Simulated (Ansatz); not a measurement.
The system is SiNi2.

```xyz
12
Lattice="4.9900 0.0000 0.0000 0.0000 3.7200 0.0000 0.0000 0.0000 7.0300" Properties=species:S:1:pos:R:3 pbc="T T T"
Ni    1.6218    2.7900    6.5871
Ni    3.3683    0.9300    0.4429
Ni    0.8732    0.9300    3.0721
Ni    4.1167    2.7900    3.9579
Ni    2.2854    2.7900    2.0879
Ni    2.7046    0.9300    4.9421
Ni    0.2096    0.9300    5.6029
Ni    4.7804    2.7900    1.4271
Si    3.9221    2.7900    6.2286
Si    1.0679    0.9300    0.8014
Si    3.5629    0.9300    2.7136
Si    1.4271    2.7900    4.3164
```

- Program: Ansatz 0.2.0
- Task: relaxation of cell and atoms
- Functional: revPBE
- Dispersion: D3(BJ)
- Potentials or basis: Ansatz PAW
- Cutoff: 420 eV (not typed: the program's choice for these potentials)
- k mesh: 6 × 7 × 4
- Occupations: fermi-dirac, width 0.05 eV
- Spin: collinear spin, ferromagnetic start
- Starting moments: [1.0, 1.0, 1.0, 1.0, 1.0, 1.0, 1.0, 1.0, 0.0, 0.0, 0.0, 0.0] μB

At the start: volume 10.87 Å³/atom.

Problem. How do energy, volume and symmetry change on relaxing?

Solution. It ends after 8 steps and the volume is 10.42 Å³/atom (-4.2 %); space group Pnma (No. 62, to 0.05 Å); moment 0.00 μB per cell.

The path:
```csv
step,energy change (eV),largest force (eV/Å),volume (Å³)
1,0.0000,0.3750,130.50
2,-0.1297,0.2097,127.71
3,-0.1798,0.0918,124.71
4,-0.1851,0.0446,124.99
5,-0.1860,0.0050,124.99
6,-0.1834,0.0051,124.99
7,-0.1834,0.0006,125.02
8,-0.1834,0.0006,125.02
```

Final structure:
```
Ni Si
1.0
     4.86042    0.00000    0.00000
     0.00000    3.68853    0.00000
     0.00000    0.00000    6.97350
Ni Si
8 4
Direct
  0.32808 0.75000 0.93943
  0.67192 0.25000 0.06057
  0.17192 0.25000 0.43943
  0.82808 0.75000 0.56057
  0.45618 0.75000 0.29059
  0.54382 0.25000 0.70941
  0.04382 0.25000 0.79059
  0.95618 0.75000 0.20941
  0.79555 0.75000 0.88759
  0.20445 0.25000 0.11241
  0.70445 0.25000 0.38759
  0.29555 0.75000 0.61241
```

Caveat: the plane-wave basis is chosen anew once the cell has moved, so the energies of steps on either side of that aren't comparable; pairwise dispersion overbinds metals, which lowers pressure and volume; the PAW data sets come from PBE, with cores solved anew for the run's functional, which leaves a small shift of forces and pressure; the starting moments weren't kept.
